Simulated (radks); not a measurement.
**The Coulomb parameter U of the 3d shell of Ni⁺**

Aim: U as the second difference [E(n + 0.5) + E(n − 0.5) − 2E(n)]/0.5², with all orbitals relaxed. Bare: the atom's charge changes with n. Screened: the 4s shell takes up the change. The start is a model configuration, not necessarily the ground state.

Program: radks (a radial shooting solver on a logarithmic mesh, Libxc functionals) version 1. Level of theory: scalar-relativistic Kohn-Sham, PBEsol, spin-unpolarised, spherical densities, finite nucleus. These are calculated values, not measurements, unless marked.

## Step 1: What is computed

| Quantity | Value |
| --- | --- |
| element | nickel (Z = 28) |
| charge | +1 |
| electrons | 27 |
| configuration | [Ar] 3d8 4s1 |
| nuclear rms radius | 3.7757 fm |

Outer shells as boxes (Hund's rule):

Ni⁺
```
[Ar] core
3d [↑↓][↑↓][↑↓][↑ ][↑ ]
4s [↑ ]
```

## Step 2: Start: [Ar] 3d8 4s1

Settings of this run:

```text
Z 28
configuration [Ar] 3d8 4s1
relativity scalar-relativistic
functional pbe_sol,pbe_sol
spin unpolarised
nucleus finite rms 3.7757 fm
c 137.035999084
```

## Step 3: Bare +0.5: [Ar] 3d8.5 4s1

Settings, as their differences from step 2:

```diff
@@ -1,3 +1,3 @@
 Z 28
-configuration [Ar] 3d8 4s1
+configuration [Ar] 3d8.5 4s1
 relativity scalar-relativistic
```

## Step 4: Bare -0.5: [Ar] 3d7.5 4s1

Settings, as their differences from step 3:

```diff
@@ -1,3 +1,3 @@
 Z 28
-configuration [Ar] 3d8.5 4s1
+configuration [Ar] 3d7.5 4s1
 relativity scalar-relativistic
```

## Step 5: Screened +0.5: [Ar] 3d8.5 4s0.5

Settings, as their differences from step 4:

```diff
@@ -1,3 +1,3 @@
 Z 28
-configuration [Ar] 3d7.5 4s1
+configuration [Ar] 3d8.5 4s0.5
 relativity scalar-relativistic
```

## Step 6: Screened -0.5: [Ar] 3d7.5 4s1.5

Settings, as their differences from step 5:

```diff
@@ -1,3 +1,3 @@
 Z 28
-configuration [Ar] 3d8.5 4s0.5
+configuration [Ar] 3d7.5 4s1.5
 relativity scalar-relativistic
```

What does the calculation give?

**Answer**, as computed:

| quantity | value (eV) |
| --- | --- |
| U, bare | 15.328 |
| U, screened by 4s | 3.741 |
| F0(3d,3d), frozen orbitals | 25.796 |

In words: Relaxing the orbitals brings U down to 59 % of the Slater integral F0. Letting 4s compensate leaves 24 % of the bare value; this second difference measures U(3d,3d) + U(4s,4s) − 2U(3d,4s). A solid screens further than the bare atom, so the bare value is an upper guide for the U of a crystal.
